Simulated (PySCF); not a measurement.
# Zr(NCS)F3: geometry, NMR shifts and electronic excitations

Wanted: the NMR shifts and electronic excitations of Zr(NCS)F3 (`[F][Zr]([F])([F])[N]=C=S`), by calculation.

Computed with PySCF 2.14.0, with density-fitted response routines of our own, on a single molecule in the gas phase. Atoms are numbered from 0 throughout.

### Step 1. Starting geometry

7 atoms, charge 0, multiplicity 1; geometry from: GFN2-xTB.

Bonds of the start (Å): Zr0–N1 2.02, Zr0–F4 1.85, Zr0–F5 1.86, Zr0–F6 1.86, N1–C2 1.20, C2–S3 1.55.

### Step 2. Geometry optimisation at PBE0-D3(BJ)/def2-SVP

Job settings and geometry (Å):

```
{"job": {"xc": "PBE0", "basis": "def2-SVP", "d3": "d3bj", "grid": 1, "maxiter": 40, "kind": "geom"}, "charge": 0, "multiplicity": 1}
Zr     0.000990    -0.001510    -1.149080
N      0.006370     0.007800     0.868580
C      0.001100     0.004640     2.071630
S     -0.004920     0.002890     3.625790
F      1.733730    -0.000760    -1.810530
F     -0.872230     1.495950    -1.809980
F     -0.865040    -1.509010    -1.796400
```

Log:

```text
step   0  E = -836.97601541  max force = 0.024799
step   1  E = -836.97808774  max force = 0.013233
step   2  E = -836.97942080  max force = 0.003180
step   3  E = -836.97946516  max force = 0.000640
step   4  E = -836.97951028  max force = 0.001288
step   5  E = -836.97963761  max force = 0.003548
step   6  E = -836.97960294  max force = 0.004366
step   7  E = -836.97973977  max force = 0.002563
step   8  E = -836.97981276  max force = 0.000343
step   9  E = -836.97980869  max force = 0.000208
step  10  E = -836.97981320  max force = 0.000222
optimisation converged
```

It took 94 s on 1 thread, shared host.

Along the way:

```
step  energy from step 0 (eV)  largest force component (eV/Å)
   0                   0.0000                          1.2752
   1                  -0.0564                          0.6805
   2                  -0.0927                          0.1635
   3                  -0.0939                          0.0329
   4                  -0.0951                          0.0662
   5                  -0.0986                          0.1824
   6                  -0.0976                          0.2245
   7                  -0.1013                          0.1318
   8                  -0.1033                          0.0176
   9                  -0.1032                          0.0107
  10                  -0.1033                          0.0114
```

Distances of close pairs at the start and the end, largest changes first:

```
  bond  before (Å)  after (Å)  change (Å)
Zr0–F5       1.855      1.894      +0.039
Zr0–F6       1.855      1.894      +0.039
Zr0–F4       1.855      1.893      +0.038
Zr0–N1       2.018      2.041      +0.023
 C2–S3       1.554      1.568      +0.014
 N1–C2       1.203      1.207      +0.004
```

The next job starts from the end point, and lists it.

```
                         at the end point                value
rotational constants (GHz, main isotopes)  2.785, 0.580, 0.579
                        dipole moment (D)                 0.07
```

### Step 3. Shielding tensors: PBE0/def2-TZVP+pcSseg-1

Job settings and geometry (Å):

```
{"job": {"kind": "nmr", "xc": "PBE0", "basis": {"default": "pcSseg-1", "Zr": "def2-TZVP"}}, "charge": 0, "multiplicity": 1}
Zr     0.101646    -0.007160    -1.166924
N     -0.127377     0.008571     0.861003
C     -0.209268     0.014736     2.065165
S     -0.313724     0.022531     3.629477
F      1.950392    -0.005595    -1.574397
F     -0.706256     1.531570    -1.920985
F     -0.695413    -1.564654    -1.893329
```

With the program's defaults for keys left out, this is: GIAO PBE0/pcSseg-1 Zr:def2-TZVP NMR shielding, scalar relativity only through core potentials, gas phase.

Log:

```text
coarse grid: 40728 points
cycle   1  E = -834.7168044963  dE = -2.527e+00  |g| = 2.950e+00  |ddm| = 5.098e+00
cycle   2  E = -732.3305806100  dE =  1.024e+02  |g| = 1.164e+01  |ddm| = 2.568e+01
cycle   3  E = -836.3000772879  dE = -1.040e+02  |g| = 2.093e+00  |ddm| = 2.538e+01
cycle   4  E = -836.7255596482  dE = -4.255e-01  |g| = 1.932e+00  |ddm| = 2.458e+00
cycle   5  E = -837.3311200054  dE = -6.056e-01  |g| = 3.390e-01  |ddm| = 1.070e+00
cycle   6  E = -837.3205561688  dE =  1.056e-02  |g| = 4.357e-01  |ddm| = 6.396e-01
cycle   7  E = -837.3662942900  dE = -4.574e-02  |g| = 3.641e-02  |ddm| = 3.246e-01
cycle   8  E = -837.3665199685  dE = -2.257e-04  |g| = 2.364e-02  |ddm| = 3.390e-02
cycle   9  E = -837.3666855594  dE = -1.656e-04  |g| = 8.604e-03  |ddm| = 2.916e-02
cycle  10  E = -837.3667004001  dE = -1.484e-05  |g| = 1.672e-03  |ddm| = 6.745e-03
cycle  11  E = -837.3667010275  dE = -6.274e-07  |g| = 2.168e-04  |ddm| = 1.537e-03
final grid: 83168 points
cycle  12  E = -837.3664653105  dE = -4.148e-07  |g| = 2.630e-04  |ddm| = 1.048e-03
cycle  13  E = -837.3664652715  dE =  3.899e-08  |g| = 4.470e-04  |ddm| = 6.600e-04
cycle  14  E = -837.3664653266  dE = -5.516e-08  |g| = 9.470e-05  |ddm| = 4.745e-04
cycle  15  E = -837.3664653283  dE = -1.696e-09  |g| = 4.355e-05  |ddm| = 8.553e-05
cycle  16  E = -837.3664653287  dE = -3.570e-10  |g| = 1.200e-05  |ddm| = 2.919e-05
converged SCF energy = -837.3664653287

GIAO shielding tensors (ppm)
atom      isotropic    diamagn.    paramagn.     s11        s22        s33       span
  0 Zr         nan         nan         nan        nan        nan        nan        nan
  1 N       49.082     331.817    -282.735    -92.529    -92.149    331.924    424.452
  2 C       33.039     265.019    -231.979    -92.262    -92.248    283.628    375.889
  3 S      724.242    1055.835    -331.594    591.228    591.365    990.133    398.906
  4 F      -27.572     472.619    -500.191   -254.665   -207.718    379.667    634.332
  5 F      -26.780     472.659    -499.438   -252.411   -206.198    378.271    630.682
  6 F      -26.850     472.656    -499.506   -252.715   -206.208    378.372    631.087
```

Wall time 18 s (1 thread, shared host).

The references, computed at this level on geometries of the same kind, shield at (ppm): ¹³C TMS 184.4, ¹⁹F CFCl3 177.2, ¹⁵N NH3 265.7, ³³S CS2 496. Their shielding less the atom's gives the shift. The references are single molecules in the gas phase, so shifts against H2O, NH3, PH3, H3PO4 or CFCl3 are not on the usual liquid scales and can be off by tens of ppm. Atoms listed in one row are averaged.

```
     atoms               environment  σ (ppm)  δ (ppm)
        C2     carbon bonded to N, S     33.0    151.4
        N1  nitrogen bonded to C, Zr     49.1    216.6
        S3        sulfur bonded to C      724     -229
F4, F5, F6     fluorine bonded to Zr    -27.1    204.3
```

Atoms past Kr carry core potentials, so their printed shieldings have no meaning and are left out of the table.

The run also stored atomic charges by several schemes (e):

```
     atoms  Mulliken  ESP fit
       Zr0      1.72     1.69
        N1     -0.72    -0.44
        C2      0.25     0.07
        S3      0.03    -0.03
F4, F5, F6     -0.42    -0.43
```

Mayer bond orders: Zr0–N1 0.78, Zr0–F4 0.98, Zr0–F5 0.98, Zr0–F6 0.98, N1–C2 2.01, C2–S3 1.80.

With diffuse functions Mulliken charges and Mayer bond orders lose their meaning; the other schemes are steadier.

### Step 4. Excited states and response: wB97X-D/def2-SVPD

Settings changed since step 3:

```diff
@@ -1,2 +1,2 @@
-{"job": {"kind": "nmr", "xc": "PBE0", "basis": {"default": "pcSseg-1", "Zr": "def2-TZVP"}}, "charge": 0, "multiplicity": 1}
+{"job": {"kind": "uv", "xc": "wB97X-D", "basis": "def2-SVPD", "ip": true, "nstates": 10}, "charge": 0, "multiplicity": 1}
 Zr     0.101646    -0.007160    -1.166924
```

Level: TDDFT wB97X-D/def2-SVPD, vertical, gas phase, core orbitals frozen in the response.

Log:

```text
coarse grid: 40728 points
cycle   1  E = -836.9698421885  dE = -5.732e+00  |g| = 1.270e+00  |ddm| = 5.610e+00
cycle   2  E = -836.8932175577  dE =  7.662e-02  |g| = 1.562e+00  |ddm| = 3.355e+00
cycle   3  E = -837.3950076893  dE = -5.018e-01  |g| = 3.684e-01  |ddm| = 1.964e+00
cycle   4  E = -837.4212425401  dE = -2.623e-02  |g| = 1.179e-01  |ddm| = 4.365e-01
cycle   5  E = -837.4242957246  dE = -3.053e-03  |g| = 5.752e-02  |ddm| = 2.725e-01
cycle   6  E = -837.4251444547  dE = -8.487e-04  |g| = 1.117e-02  |ddm| = 6.964e-02
cycle   7  E = -837.4251919109  dE = -4.746e-05  |g| = 3.629e-03  |ddm| = 2.146e-02
cycle   8  E = -837.4251970738  dE = -5.163e-06  |g| = 1.823e-03  |ddm| = 7.313e-03
final grid: 83168 points
cycle   9  E = -837.4289520474  dE = -7.143e-05  |g| = 3.892e-03  |ddm| = 8.493e-02
cycle  10  E = -837.4289509821  dE =  1.065e-06  |g| = 4.700e-03  |ddm| = 7.814e-03
cycle  11  E = -837.4289548678  dE = -3.886e-06  |g| = 4.362e-04  |ddm| = 3.926e-03
cycle  12  E = -837.4289548998  dE = -3.200e-08  |g| = 1.968e-04  |ddm| = 8.417e-04
cycle  13  E = -837.4289549098  dE = -9.944e-09  |g| = 6.981e-05  |ddm| = 3.059e-04
cycle  14  E = -837.4289549111  dE = -1.336e-09  |g| = 1.929e-05  |ddm| = 9.555e-05
cycle  15  E = -837.4289549112  dE = -9.823e-11  |g| = 8.307e-06  |ddm| = 3.496e-05
converged SCF energy = -837.4289549112

Static polarisability (au): isotropic 82.493, principal 57.019 57.066 133.395

Singlet excitations
state   eV       nm        f      main configurations
  1   4.3918    282.3   0.00000   H->L 0.46, H-1->L+1 0.44
  2   4.5632    271.7   0.00008   H-1->L 0.44, H->L+1 0.44
  3   4.5637    271.7   0.00013   H-1->L+1 0.45, H->L 0.43
  4   6.2684    197.8   1.08663   H->L+1 0.46, H-1->L 0.46
  5   6.7834    182.8   0.00003   H->L+2 0.85
  6   6.7856    182.7   0.00041   H-1->L+2 0.85
  7   6.8669    180.6   0.00008   H-1->L+3 0.45, H->L+4 0.28
  8   6.9461    178.5   0.00096   H->L+4 0.43, H-1->L+3 0.29
  9   6.9466    178.5   0.00246   H->L+3 0.39, H-1->L+4 0.33
 10   7.1855    172.5   0.19390   H-1->L+4 0.49, H->L+3 0.44

Triplet excitations (Tamm-Dancoff, eV): 4.0411 4.2200 4.2203 4.4240
Vertical ionisation energy (delta-SCF) = 10.2144 eV
Vertical electron affinity (delta-SCF) = 0.4778 eV
```

Wall time 73 s (1 thread, shared host).

The orbitals next to the gap, with their largest atomic shares:

```
orbital      eV                       atoms
 HOMO−3  -14.02   N1 38 %, C2 36 %, S3 16 %
 HOMO−2  -14.02   N1 38 %, C2 36 %, S3 16 %
 HOMO−1   -9.86   S3 55 %, N1 22 %, C2 19 %
   HOMO   -9.86   S3 55 %, N1 22 %, C2 19 %
   LUMO   -0.69  Zr0 47 %, S3 15 %, C2 14 %
 LUMO+1   -0.68  Zr0 47 %, S3 15 %, C2 14 %
 LUMO+2    0.75    Zr0 71 %, S3 7 %, F4 5 %
```

With each of the 10 states as a Gaussian band of 0.4 eV half-width at 1/e, the curve within the window shown has maxima at 198 nm (ε 44,000), 174 nm (ε 8,300) L/(mol cm). Beyond the last state computed it falls off for lack of states. The curve at chosen wavelengths:

```csv
nm,ε (L/mol/cm)
166,4501
172,8018
179,8165
185,14725
192,34501
198,44046
205,33444
211,17665
218,5716
224,1658
230,392
237,59
243,11
250,4
256,5
263,7
269,8
275,8
282,7
288,6
295,4
301,3
308,1
314,1
321,0
327,0
```

Ground-state properties from the same run:

```
           property  computed
  dipole moment (D)      0.26
polarisability (Å³)     12.22
 HOMO–LUMO gap (eV)      9.18
      −ε(HOMO) (eV)      9.86
```

### Step 5. Nuclear shieldings: B3LYP/def2-TZVP+pcSseg-1

Settings changed since step 4:

```diff
@@ -1,2 +1,2 @@
-{"job": {"kind": "uv", "xc": "wB97X-D", "basis": "def2-SVPD", "ip": true, "nstates": 10}, "charge": 0, "multiplicity": 1}
+{"job": {"kind": "nmr", "xc": "B3LYP", "basis": {"default": "pcSseg-1", "Zr": "def2-TZVP"}, "pop": false}, "charge": 0, "multiplicity": 1}
 Zr     0.101646    -0.007160    -1.166924
```

Method: GIAO B3LYP/pcSseg-1 Zr:def2-TZVP NMR shielding, scalar relativity only through core potentials, gas phase.

Log:

```text
coarse grid: 40728 points
cycle   1  E = -834.6392057777  dE = -1.833e+00  |g| = 3.199e+00  |ddm| = 5.129e+00
cycle   2  E = -714.9114051114  dE =  1.197e+02  |g| = 1.572e+01  |ddm| = 2.541e+01
cycle   3  E = -831.5542020049  dE = -1.166e+02  |g| = 4.001e+00  |ddm| = 2.091e+01
cycle   4  E = -837.4520307187  dE = -5.898e+00  |g| = 1.587e+00  |ddm| = 1.390e+01
cycle   5  E = -837.7633871834  dE = -3.114e-01  |g| = 9.583e-01  |ddm| = 1.424e+00
cycle   6  E = -837.9438883532  dE = -1.805e-01  |g| = 1.975e-01  |ddm| = 6.550e-01
cycle   7  E = -837.9478185120  dE = -3.930e-03  |g| = 1.490e-01  |ddm| = 2.666e-01
cycle   8  E = -837.9543839170  dE = -6.565e-03  |g| = 1.846e-02  |ddm| = 1.575e-01
cycle   9  E = -837.9544198742  dE = -3.596e-05  |g| = 1.207e-02  |ddm| = 1.872e-02
cycle  10  E = -837.9544426009  dE = -2.273e-05  |g| = 3.697e-03  |ddm| = 7.984e-03
cycle  11  E = -837.9544448195  dE = -2.219e-06  |g| = 1.061e-03  |ddm| = 2.299e-03
final grid: 83168 points
cycle  12  E = -837.9541803360  dE =  2.040e-07  |g| = 2.430e-03  |ddm| = 2.193e-03
cycle  13  E = -837.9541772665  dE =  3.069e-06  |g| = 5.038e-03  |ddm| = 3.354e-03
cycle  14  E = -837.9541812477  dE = -3.981e-06  |g| = 2.966e-04  |ddm| = 2.301e-03
cycle  15  E = -837.9541812718  dE = -2.411e-08  |g| = 9.168e-05  |ddm| = 3.231e-04
cycle  16  E = -837.9541812737  dE = -1.861e-09  |g| = 2.291e-05  |ddm| = 7.726e-05
cycle  17  E = -837.9541812738  dE = -1.305e-10  |g| = 5.780e-06  |ddm| = 1.988e-05
converged SCF energy = -837.9541812738

GIAO shielding tensors (ppm)
atom      isotropic    diamagn.    paramagn.     s11        s22        s33       span
  0 Zr         nan         nan         nan        nan        nan        nan        nan
  1 N       42.127     330.845    -288.718   -101.910   -101.521    329.812    431.722
  2 C       27.853     265.278    -237.425    -99.925    -99.913    283.398    383.323
  3 S      713.085    1056.175    -343.090    577.245    577.388    984.623    407.378
  4 F      -34.590     473.530    -508.120   -261.389   -217.167    374.785    636.174
  5 F      -33.968     473.565    -507.533   -259.433   -215.747    373.275    632.708
  6 F      -34.026     473.562    -507.589   -259.719   -215.742    373.383    633.102
```

Wall time 20 s (1 thread, shared host).

Key values: δ C2 151.4, N1 221.4, S3 -228, F4 206.1 ppm (means over like atoms).

### Step 6. Side by side: NMR shifts

Shifts (ppm), means over like atoms, with basis size and wall time:

```
                     run     C2     N1    S3     F4  functions  time
 PBE0/def2-TZVP+pcSseg-1  151.4  216.6  -229  204.3        149  18 s
B3LYP/def2-TZVP+pcSseg-1  151.4  221.4  -228  206.1        149  20 s
```

### Step 7. Outcome

```
                                                                           quantity                        value
                                               rotational constants (main isotopes)         2.79, 0.58, 0.58 GHz
                                   ¹³C shifts against TMS (PBE0/def2-TZVP+pcSseg-1)                    151.4 ppm
                                   ¹⁵N shifts against NH3 (PBE0/def2-TZVP+pcSseg-1)                    216.6 ppm
                                   ³³S shifts against CS2 (PBE0/def2-TZVP+pcSseg-1)                     -229 ppm
¹⁹F shifts against CFCl3 (PBE0/def2-TZVP+pcSseg-1, means over atoms taken as alike)                    204.3 ppm
                                                 lowest singlet (wB97X-D/def2-SVPD)  4.39 eV (282 nm), f = 0.000
                                           brightest single state of those computed  state 4, 6.27 eV, f = 1.087
                                                                     lowest triplet                      4.04 eV
                                                  vertical ionisation energy (ΔSCF)                     10.21 eV
                                                  vertical electron affinity (ΔSCF)                      0.48 eV
                                                           range of the shift of N1           216.6 to 221.4 ppm
```

What this shows: Relaxing lowered the energy by 0.103 eV in 10 steps; the close pair that moved most is Zr0–F5, from 1.855 to 1.894 Å. At PBE0/def2-TZVP+pcSseg-1: The widest tensor belongs to F4, F5, F6: span 632 ppm, with a paramagnetic part of -500 ppm. The lowest singlet, at 4.39 eV, is HOMO→LUMO 0.46, HOMO−1→LUMO+1 0.44 and is dark; of the 10 states computed, the strongest absorption comes from state 4 at 6.27 eV. The lowest triplet lies 0.35 eV below the lowest singlet (triplets in Tamm-Dancoff, singlets in full TDDFT). The orbital energy would give 9.86 eV for ionisation, ΔSCF gives 10.21 eV. In ppm, N1 moves most: its shift spreads over 4.8 ppm, from 216.6 (PBE0/def2-TZVP+pcSseg-1) to 221.4 (B3LYP/def2-TZVP+pcSseg-1). Spin-orbit coupling is left out, which matters for shieldings and couplings at and beside the heavy atoms.
